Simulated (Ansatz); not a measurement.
# CH4SSn: small, medium and large basis sets

How large a basis does CH4SSn need? Two functionals are run in growing sets.

The runs use Ansatz 0.2.0, Gaussian basis; one geometry, several basis sets.

Levels to be run: PBE0-D4/def2-SVP; ωB97M-V/def2-SVP; PBE0-D4/def2-QZVPP; ωB97M-V/def2-QZVPP; the functionals' def2-TZVPP values are taken from earlier runs.

## (1) The geometry

All runs share one geometry, relaxed beforehand with PBE0-D4 in a triple-zeta def2 set. Sn takes the def2 core potential; no spin-orbit term is included.

SMILES `[CH3][Sn][SH]`, 7 atoms, charge 0, spin multiplicity 1.

Atoms are counted from 1 here; the program's logs count them from 0.

Bond lengths: C1–Sn2 2.190 Å, C1–H4 1.094 Å, C1–H5 1.093 Å, C1–H6 1.091 Å, Sn2–S3 2.432 Å, S3–H7 1.344 Å. Angles: Sn2–C1–H4 109.6°, Sn2–C1–H5 109.6°, Sn2–C1–H6 111.6°, H4–C1–H5 108.1°, H4–C1–H6 108.9°, H5–C1–H6 109.0°, C1–Sn2–S3 94.7°, Sn2–S3–H7 96.6°.

Coordinates:

```xyz
7
charge 0, multiplicity 1
C    -0.6636    0.6504   -0.2707
Sn   -0.0453   -0.0703    1.7025
S     1.6253   -1.6112    0.8376
H    -1.0293   -0.1886   -0.8693
H     0.1954    1.0876   -0.7872
H    -1.4517    1.4014   -0.1950
H     1.4304   -1.3371   -0.4636
```

## (2) PBE0-D4 in def2-SVP

in.yaml reads:

```yaml
crystal:
  periodic: [false, false, false]
  atoms:
    - {symbol: C, position_ang: [-0.663578, 0.650355, -0.270725]}
    - {symbol: Sn, position_ang: [-0.045295, -0.070328, 1.702517]}
    - {symbol: S, position_ang: [1.625327, -1.611226, 0.837568]}
    - {symbol: H, position_ang: [-1.029268, -0.188604, -0.869301]}
    - {symbol: H, position_ang: [0.195366, 1.087623, -0.787181]}
    - {symbol: H, position_ang: [-1.451748, 1.401356, -0.194961]}
    - {symbol: H, position_ang: [1.430396, -1.337076, -0.463617]}
basis:
  gaussian: {orbitals: def2-SVP}
hamiltonian: {xc: pbe0, dispersion: d4}
output: {orbitals: {seedname: orbitals}}
```

The runs that follow: ωB97M-V in def2-SVP; PBE0-D4 in def2-QZVPP; ωB97M-V in def2-QZVPP.

**Question.** What will the summary of the whole plan be? Wanted: PBE0-D4: double and triple zeta above quadruple; ωB97M-V: double and triple zeta above quadruple.

The runs gave:

| quantity | value |
| --- | --- |
| PBE0-D4: double and triple zeta above quadruple | 5.70, 0.44 eV |
| ωB97M-V: double and triple zeta above quadruple | 5.78, 0.43 eV |

For PBE0-D4 the step from double to triple zeta gains 5.25 eV and the next only 0.44 eV. These are total energies; as a rule much of such shifts cancels in differences, which this series doesn't test.
